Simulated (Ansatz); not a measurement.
# BBr2H, SMILES BrBBr: a rigid scan of one bond length

Run with Ansatz's Python interface.

`scan_bbr2h.py`:
```python
"""Potential curve of BBr2H along one bond."""

import ansatz as az
import numpy as np

geometry = (
    az.Crystal.molecule()
    .atom("Br", (0.7813, 0.2332, 1.7408))
    .atom("B", (-0.2053, 0.0527, -0.0254))
    .atom("Br", (0.735, -0.7433, -1.5933))
    .atom("H", (-1.2555, 0.3971, -0.1424))
)

symbols = [site.symbol for site in geometry.cartesian_sites]
start = np.array([site.position_ang for site in geometry.cartesian_sites])
axis = (start[2] - start[1]) / np.linalg.norm(start[2] - start[1])
moving = [2]
lengths, energies = [1.69, 1.83, 1.99, 2.19, 2.49, 2.99, 3.59, 4.39], []
for length in lengths:
    xyz = start.copy()
    xyz[moving] += (length - np.linalg.norm(start[2] - start[1])) * axis
    point = az.Crystal.molecule()
    for symbol, place in zip(symbols, xyz):
        point = point.atom(symbol, place.tolist())
    setup = point.calculation()
    setup = setup.basis(gaussian="def2-SVP")
    setup = setup.correlation("mp2")
    data = setup.run(threads=1).report
    energies.append(data["free_energy_ev"])
    print(f"r = {length:6.3f} A  E = {energies[-1]:.5f} eV  <S^2> = {abs(data['mean_field']['state']['spin_squared']):.3f}")

print("energy above the lowest point (eV):", [round(e - min(energies), 3) for e in energies])
```

`python scan_bbr2h.py` gives:
```text
r =  1.690 A  E = -140683.62762 eV  <S^2> = 0.000
r =  1.830 A  E = -140684.15332 eV  <S^2> = 0.000
r =  1.990 A  E = -140684.08264 eV  <S^2> = 0.000
r =  2.190 A  E = -140683.53043 eV  <S^2> = 0.000
r =  2.490 A  E = -140682.42221 eV  <S^2> = 0.000
r =  2.990 A  E = -140680.74657 eV  <S^2> = 0.000
r =  3.590 A  E = -140679.38790 eV  <S^2> = 0.000
r =  4.390 A  E = -140678.51374 eV  <S^2> = 0.000
energy above the lowest point (eV): [0.526, 0.0, 0.071, 0.623, 1.731, 3.407, 4.765, 5.64]
```

Notes:
- Total energies depend on the basis set; only differences at equal settings carry meaning.
- The rest of the molecule is held rigid at a force-field or estimated start geometry, and the basis set is modest; single-reference methods fail as a bond breaks.
- The orbitals are restricted, so S² is zero by construction.
- Toward dissociation an unrestricted state can lie under the restricted one, by tenths of an eV for polar bonds under a functional and by 1 to 2 eV or more for others.
- S² is that of the Hartree-Fock reference.
- Run time: 21 s on 1 thread of Arm Neoverse V1, on a shared host, peak memory 0.31 GiB.
